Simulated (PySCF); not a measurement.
**O²⁺, F³⁺: ionisation energies with spin-orbit coupling**

Wanted: the ionisation energy of these ions, up a ladder of methods.

Program: PySCF 2.14.0. Level of theory: two-component X2C-1e, generalised determinants. These are calculated values, not measurements, unless marked.

## Step 1: The system

- Elements: oxygen (Z = 8), fluorine (Z = 9)
- Basis: one for each species, given in its step
- Hamiltonian: two-component X2C-1e, Gaussian nucleus, no Breit or QED terms; spin-orbit coupling, run by run: off; screened by Boettger's factors
- Core shells frozen in the correlated runs: none (for O²⁺)
- State 1: O²⁺: [He] 2s2 2p2; 2p1/2 filled at m_j = -1/2, +1/2
- State 2: F³⁺: [He] 2s2 2p2; 2p1/2 filled at m_j = -1/2, +1/2
- Needed too, but not shown: O³⁺ [He] 2s2 2p1 (2P), F⁴⁺ [He] 2s2 2p1 (2P)
- Methods: GHF, GMP2

Outer shells as boxes (Hund's rule):

O2+ [He] 2s2 2p2
```
[He] core
2s [↑↓]
2p [↑ ][↑ ][  ]
```

F3+ [He] 2s2 2p2
```
[He] core
2s [↑↓]
2p [↑ ][↑ ][  ]
```

All steps ran in one process of a driver on top of PySCF, which takes the settings above as its task.

The driver's launch:

```
> OMP_NUM_THREADS=1 python sorun2.py TASK.json OUT
```

The integrals over 117 functions and the set-up took 0.59 s of CPU time.

## Step 2: O²⁺: the ladder of methods

Basis: an even-tempered Gaussian basis (19 s from 0.12 bohr⁻², ratio 2.4; 11 p from 0.16 bohr⁻², ratio 2.4; 6 d from 1.2 bohr⁻², ratio 2.6; 5 f from 1.9 bohr⁻², ratio 2.6).

GHF (spin-free):

The log of the run:

```text
cycle= 1 E= -73.0807688313  delta_E= -73.1  |FDS-SDF|= 0.0861
cycle= 2 E= -73.1527174971  delta_E= -0.0719  |FDS-SDF|= 0.0156
cycle= 3 E= -73.1561768994  delta_E= -0.00346  |FDS-SDF|= 0.00349
cycle= 4 E= -73.1563725600  delta_E= -0.000196  |FDS-SDF|= 0.000446
cycle= 5 E= -73.1563757956  delta_E= -3.24e-06  |FDS-SDF|= 4.42e-05
cycle= 6 E= -73.1563758214  delta_E= -2.58e-08  |FDS-SDF|= 1.96e-06
cycle= 7 E= -73.1563758215  delta_E= -5.09e-11  |FDS-SDF|= 1.37e-07
```

It took 5.6 s on 1 thread of Intel Xeon Platinum 8488C, shared host, the integrals not counted.

Occupied spinors (without spin-orbit coupling the j labels only name the start):

```csv
spinor shell,electrons,mean energy (eV),weight of the nominal j,rms radius (bohr)
1s1/2,2,-606.15,1.000,0.230
2s1/2,2,-67.560,1.000,1.13
2p1/2,2,-55.711,0.500,1.09
```

M_J = 0, ⟨J²⟩ = 2.004, ⟨L²⟩ = 2.002, ⟨S²⟩ = 2.003.

GMP2 (spin-free):

No log was kept for this step.

It took 1.3 s on 1 thread of Intel Xeon Platinum 8488C, shared host, the integrals not counted.

With 6 electrons correlated and 30 very high virtual spinors dropped, the MP2 correlation energy is -0.14156 hartree. Largest pairs: 2p1/2-2s1/2 -0.0524, 1s1/2-1s1/2 -0.0398, 2s1/2-2s1/2 -0.0239, 1s1/2-2p1/2 -0.0097, 2p1/2-2p1/2 -0.0081.

GHF (screened spin-orbit):

The log of the run:

```text
cycle= 1 E= -73.0812089518  delta_E= -73.1  |FDS-SDF|= 0.0865
cycle= 2 E= -73.1532899928  delta_E= -0.0721  |FDS-SDF|= 0.0156
cycle= 3 E= -73.1567560630  delta_E= -0.00347  |FDS-SDF|= 0.00351
cycle= 4 E= -73.1569539763  delta_E= -0.000198  |FDS-SDF|= 0.000479
cycle= 5 E= -73.1569579421  delta_E= -3.97e-06  |FDS-SDF|= 0.000145
cycle= 6 E= -73.1569584471  delta_E= -5.05e-07  |FDS-SDF|= 0.000108
cycle= 7 E= -73.1569591762  delta_E= -7.29e-07  |FDS-SDF|= 3.8e-05
cycle= 8 E= -73.1569592411  delta_E= -6.49e-08  |FDS-SDF|= 3.16e-05
cycle= 9 E= -73.1569593518  delta_E= -1.11e-07  |FDS-SDF|= 2.08e-05
cycle= 10 E= -73.1569594348  delta_E= -8.3e-08  |FDS-SDF|= 8.81e-07
cycle= 11 E= -73.1569594348  delta_E= -3.29e-11  |FDS-SDF|= 1.46e-07
```

Time after the integrals: 12 s (1 thread of Intel Xeon Platinum 8488C, shared host).

Occupied spinors:

```csv
spinor shell,electrons,mean energy (eV),weight of the nominal j,rms radius (bohr)
1s1/2,2,-606.14,1.000,0.230
2s1/2,2,-67.557,1.000,1.13
2p1/2,2,-55.718,0.504,1.09
```

M_J = 0, ⟨J²⟩ = 1.986, ⟨L²⟩ = 2.002, ⟨S²⟩ = 2.003. A second start ended at -73.06957 hartree. Rows whose weight is well below 1 mix j = l ± 1/2: exchange competes with spin-orbit coupling there.

The determinant has a definite M_J but mixes levels of different J.

GMP2 (screened spin-orbit):

No log was kept for this step.

Time after the integrals: 0.29 s (1 thread of Intel Xeon Platinum 8488C, shared host).

With 6 electrons correlated and 30 very high virtual spinors dropped, the MP2 correlation energy is -0.14156 hartree. Largest pairs: 2p1/2-2s1/2 -0.0524, 1s1/2-1s1/2 -0.0398, 2s1/2-2s1/2 -0.0239, 1s1/2-2p1/2 -0.0097, 2p1/2-2p1/2 -0.0081.

## Step 3: F³⁺: the ladder of methods

Basis: an even-tempered Gaussian basis (19 s from 0.21 bohr⁻², ratio 2.4; 11 p from 0.27 bohr⁻², ratio 2.4; 5 d from 1.8 bohr⁻², ratio 2.6; 5 f from 2.6 bohr⁻², ratio 2.6).

GHF (spin-free):

The log of the run:

```text
cycle= 1 E= -95.3467233155  delta_E= -95.3  |FDS-SDF|= 0.0974
cycle= 2 E= -95.4089896860  delta_E= -0.0623  |FDS-SDF|= 0.0154
cycle= 3 E= -95.4112980376  delta_E= -0.00231  |FDS-SDF|= 0.00266
cycle= 4 E= -95.4113762438  delta_E= -7.82e-05  |FDS-SDF|= 0.000293
cycle= 5 E= -95.4113772213  delta_E= -9.78e-07  |FDS-SDF|= 2.27e-05
cycle= 6 E= -95.4113772255  delta_E= -4.23e-09  |FDS-SDF|= 8.8e-07
cycle= 7 E= -95.4113772255  delta_E= -7.49e-12  |FDS-SDF|= 5.28e-08
```

Time after the integrals: 4.5 s (1 thread of Intel Xeon Platinum 8488C, shared host).

Occupied spinors (without spin-orbit coupling the j labels only name the start):

```csv
spinor shell,electrons,mean energy (eV),weight of the nominal j,rms radius (bohr)
1s1/2,2,-796.54,1.000,0.203
2s1/2,2,-102.23,1.000,0.957
2p1/2,2,-88.036,0.500,0.905
```

M_J = 0, ⟨J²⟩ = 2.003, ⟨L²⟩ = 2.001, ⟨S²⟩ = 2.002.

GMP2 (spin-free):

The driver printed no log here.

Time after the integrals: 0.96 s (1 thread of Intel Xeon Platinum 8488C, shared host).

With 6 electrons correlated and 30 very high virtual spinors dropped, the MP2 correlation energy is -0.14728 hartree. Largest pairs: 2p1/2-2s1/2 -0.0543, 1s1/2-1s1/2 -0.0396, 2s1/2-2s1/2 -0.0259, 1s1/2-2p1/2 -0.0109, 1s1/2-2s1/2 -0.0084.

GHF (screened spin-orbit):

The log of the run:

```text
cycle= 1 E= -95.3476357163  delta_E= -95.3  |FDS-SDF|= 0.0984
cycle= 2 E= -95.4101110401  delta_E= -0.0625  |FDS-SDF|= 0.0154
cycle= 3 E= -95.4124301779  delta_E= -0.00232  |FDS-SDF|= 0.00272
cycle= 4 E= -95.4125131248  delta_E= -8.29e-05  |FDS-SDF|= 0.000456
cycle= 5 E= -95.4125164323  delta_E= -3.31e-06  |FDS-SDF|= 0.000278
cycle= 6 E= -95.4125186346  delta_E= -2.2e-06  |FDS-SDF|= 0.000188
cycle= 7 E= -95.4125204987  delta_E= -1.86e-06  |FDS-SDF|= 6.67e-05
cycle= 8 E= -95.4125206210  delta_E= -1.22e-07  |FDS-SDF|= 6.05e-05
cycle= 9 E= -95.4125211527  delta_E= -5.32e-07  |FDS-SDF|= 6.82e-06
cycle= 10 E= -95.4125211584  delta_E= -5.72e-09  |FDS-SDF|= 3.44e-07
cycle= 11 E= -95.4125211584  delta_E= -1.22e-12  |FDS-SDF|= 4.94e-08
```

Time after the integrals: 9.4 s (1 thread of Intel Xeon Platinum 8488C, shared host).

Occupied spinors:

```csv
spinor shell,electrons,mean energy (eV),weight of the nominal j,rms radius (bohr)
1s1/2,2,-796.52,1.000,0.203
2s1/2,2,-102.23,1.000,0.957
2p1/2,2,-88.050,0.507,0.905
```

M_J = 0, ⟨J²⟩ = 1.973, ⟨L²⟩ = 2.001, ⟨S²⟩ = 2.002. A second start ended at -95.30831 hartree. Rows whose weight is well below 1 mix j = l ± 1/2: exchange competes with spin-orbit coupling there.

The determinant has a definite M_J but mixes levels of different J.

GMP2 (screened spin-orbit):

This step left no log, only its results.

Time after the integrals: 0.25 s (1 thread of Intel Xeon Platinum 8488C, shared host).

With 6 electrons correlated and 30 very high virtual spinors dropped, the MP2 correlation energy is -0.14727 hartree. Largest pairs: 2p1/2-2s1/2 -0.0543, 1s1/2-1s1/2 -0.0396, 2s1/2-2s1/2 -0.0259, 1s1/2-2p1/2 -0.0109, 1s1/2-2s1/2 -0.0084.

## Step 4: The energy differences

Ionisation energy: O²⁺ [He] 2s2 2p2 [2p1/2^2, M_J = 0] → O³⁺ [He] 2s2 2p1 [2p1/2^1, M_J = 1/2].

```csv
method,value (eV),less the reference (eV)
GHF (spin-free),54.495,-0.441
GMP2 (spin-free),55.068,+0.132
GHF (screened spin-orbit),54.479,-0.456
GMP2 (screened spin-orbit),55.053,+0.117
```

Reference: 54.936 eV (semi-empirical (NIST evaluation); NIST Atomic Spectra Database, ionization energies). The determinant of O2+ mixes levels of different J (the jj label is only the starting occupation), so the difference between spin-free and spin-orbit rows is not the physical spin-orbit shift.

Ionisation energy: F³⁺ [He] 2s2 2p2 [2p1/2^2, M_J = 0] → F⁴⁺ [He] 2s2 2p1 [2p1/2^1, M_J = 1/2].

```csv
method,value (eV),less the reference (eV)
GHF (spin-free),86.815,-0.360
GMP2 (spin-free),87.369,+0.194
GHF (screened spin-orbit),86.785,-0.390
GMP2 (screened spin-orbit),87.339,+0.164
```

Reference: 87.175 ± 0.017 eV (semi-empirical (NIST evaluation); NIST Atomic Spectra Database, ionization energies). The determinant of F3+ mixes levels of different J (the jj label is only the starting occupation), so the difference between spin-free and spin-orbit rows is not the physical spin-orbit shift.

The differences also use runs on O³⁺ [He] 2s2 2p1 (2P), F⁴⁺ [He] 2s2 2p1 (2P), which are not shown here.

## Step 5: Results

| quantity | value |
| --- | --- |
| ionisation energy, O²⁺ | GHF (spin-free) 54.495, GMP2 (screened spin-orbit) 55.053 eV; reference 54.936 |
| ionisation energy, F³⁺ | GHF (spin-free) 86.815, GMP2 (screened spin-orbit) 87.339 eV; reference 87.175 ± 0.017 |

What this shows: For the first difference the methods span 0.589 eV, from GHF (screened spin-orbit) (54.479) to GMP2 (spin-free) (55.068). The reference is uncertain or not like for like (spin-orbit coupling or other relativistic terms), so no ranking of close methods is drawn. All values hold for this basis alone; no basis-set limit was taken.
